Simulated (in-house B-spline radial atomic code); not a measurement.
# Excitations of Sr⁸⁺ as exact exchange is dialled in

Aim: follow the lowest excitations, the threshold and the polarisability of Sr⁸⁺ as the share of exact exchange in a PBE hybrid goes from none to all.

The numbers are computed with in-house B-spline radial atomic code version 1 (linear response of a closed shell, each method with its own adiabatic kernel; spin-free one-electron X2C, finite nucleus; B-spline basis; no spin-orbit coupling, no double excitations; only terms of natural parity, (−1)^L, with L up to 3 are computed), except any that are marked as measured or tabulated.

**1. The atom as given**

| Property | Result |
| --- | --- |
| element | strontium (Z = 38) |
| charge | +8 |
| configuration | [Ar] 3d10 4s2 |
| runs | 0 % exact exchange; 10 % exact exchange; 20 % exact exchange; 30 % exact exchange; 40 % exact exchange; 50 % exact exchange; 60 % exact exchange; 70 % exact exchange; 80 % exact exchange; 90 % exact exchange; 100 % exact exchange |

Outer shells as boxes (Hund's rule):

Sr⁸⁺
```
[Ar] core
3d [↑↓][↑↓][↑↓][↑↓][↑↓]
4s [↑↓]
```

**2. 0 % exact exchange**

Settings, as recorded:

```ini
Z = 38
electrons = 30.0
configuration = [Ar] 3d10 4s2
hamiltonian = x2c
method = pbeh
box_radius = 11.59
exact_exchange_fraction = 0.0
rms_radius = 4.224
intervals = 69
```

Command:

```
python run_td.py task.json out
```

One command runs all members of the session, one after another, from task.json.

**3. 10 % exact exchange**

Settings: those of step 2 with these lines changed.

```diff
@@ -6,3 +6,3 @@
 box_radius = 11.59
-exact_exchange_fraction = 0.0
+exact_exchange_fraction = 0.1
 rms_radius = 4.224
```

**4. 20 % exact exchange**

Settings: those of step 3 with these lines changed.

```diff
@@ -6,3 +6,3 @@
 box_radius = 11.59
-exact_exchange_fraction = 0.1
+exact_exchange_fraction = 0.2
 rms_radius = 4.224
```

**5. 30 % exact exchange**

Settings: those of step 4 with these lines changed.

```diff
@@ -6,3 +6,3 @@
 box_radius = 11.59
-exact_exchange_fraction = 0.2
+exact_exchange_fraction = 0.3
 rms_radius = 4.224
```

**6. 40 % exact exchange**

Settings: those of step 5 with these lines changed.

```diff
@@ -6,3 +6,3 @@
 box_radius = 11.59
-exact_exchange_fraction = 0.3
+exact_exchange_fraction = 0.4
 rms_radius = 4.224
```

**7. 50 % exact exchange**

Settings: those of step 6 with these lines changed.

```diff
@@ -6,3 +6,3 @@
 box_radius = 11.59
-exact_exchange_fraction = 0.4
+exact_exchange_fraction = 0.5
 rms_radius = 4.224
```

**8. 60 % exact exchange**

Settings: those of step 7 with these lines changed.

```diff
@@ -6,3 +6,3 @@
 box_radius = 11.59
-exact_exchange_fraction = 0.5
+exact_exchange_fraction = 0.6
 rms_radius = 4.224
```

**9. 70 % exact exchange**

Settings: those of step 8 with these lines changed.

```diff
@@ -6,3 +6,3 @@
 box_radius = 11.59
-exact_exchange_fraction = 0.6
+exact_exchange_fraction = 0.7
 rms_radius = 4.224
```

**10. 80 % exact exchange**

Settings: those of step 9 with these lines changed.

```diff
@@ -6,3 +6,3 @@
 box_radius = 11.59
-exact_exchange_fraction = 0.7
+exact_exchange_fraction = 0.8
 rms_radius = 4.224
```

**11. 90 % exact exchange**

Settings: those of step 10 with these lines changed.

```diff
@@ -6,3 +6,3 @@
 box_radius = 11.59
-exact_exchange_fraction = 0.8
+exact_exchange_fraction = 0.9
 rms_radius = 4.224
```

**12. 100 % exact exchange**

Settings: those of step 11 with these lines changed.

```diff
@@ -6,3 +6,3 @@
 box_radius = 11.59
-exact_exchange_fraction = 0.9
+exact_exchange_fraction = 1.0
 rms_radius = 4.224
```

What does the calculation give? Wanted: for each run, threshold; 4s→4p ¹P; 4s→4p ³P, Tamm-Dancoff; α; C6.

As calculated:

| run | threshold (eV) | 4s→4p ¹P (eV) | 4s→4p ³P, Tamm-Dancoff (eV) | α (bohr³) | C6 (hartree bohr⁶) | time |
| --- | --- | --- | --- | --- | --- | --- |
| 0 % exact exchange | 150.57 | 26.709 | 19.782 | 1.696 | 2.542 | 1.4 s |
| 10 % exact exchange | 151.26 | 26.547 | 19.586 | 1.717 | 2.582 | 2 s |
| 20 % exact exchange | 151.93 | 26.384 | 19.391 | 1.739 | 2.624 | 2 s |
| 30 % exact exchange | 152.61 | 26.220 | 19.196 | 1.761 | 2.666 | 1.9 s |
| 40 % exact exchange | 153.29 | 26.055 | 19.002 | 1.783 | 2.710 | 1.9 s |
| 50 % exact exchange | 153.96 | 25.889 | 18.808 | 1.806 | 2.756 | 1.9 s |
| 60 % exact exchange | 154.63 | 25.722 | 18.615 | 1.830 | 2.803 | 2 s |
| 70 % exact exchange | 155.31 | 25.554 | 18.423 | 1.854 | 2.851 | 2 s |
| 80 % exact exchange | 155.98 | 25.385 | 18.231 | 1.879 | 2.901 | 2 s |
| 90 % exact exchange | 156.65 | 25.216 | 18.040 | 1.904 | 2.953 | 2 s |
| 100 % exact exchange | 157.31 | 25.045 | 17.850 | 1.930 | 3.006 | 2 s |

In words: From 0 % exact exchange to 100 % exact exchange the threshold goes from 150.57 to 157.31 eV and α from 1.70 to 1.93 bohr³. 4s→4p ¹P moves from 26.71 eV (0 % exact exchange) to 25.05 eV (100 % exact exchange). 4s→4p ³P moves from 19.78 eV (0 % exact exchange) to 17.85 eV (100 % exact exchange). Exact exchange removes self-interaction, which deepens the highest level.
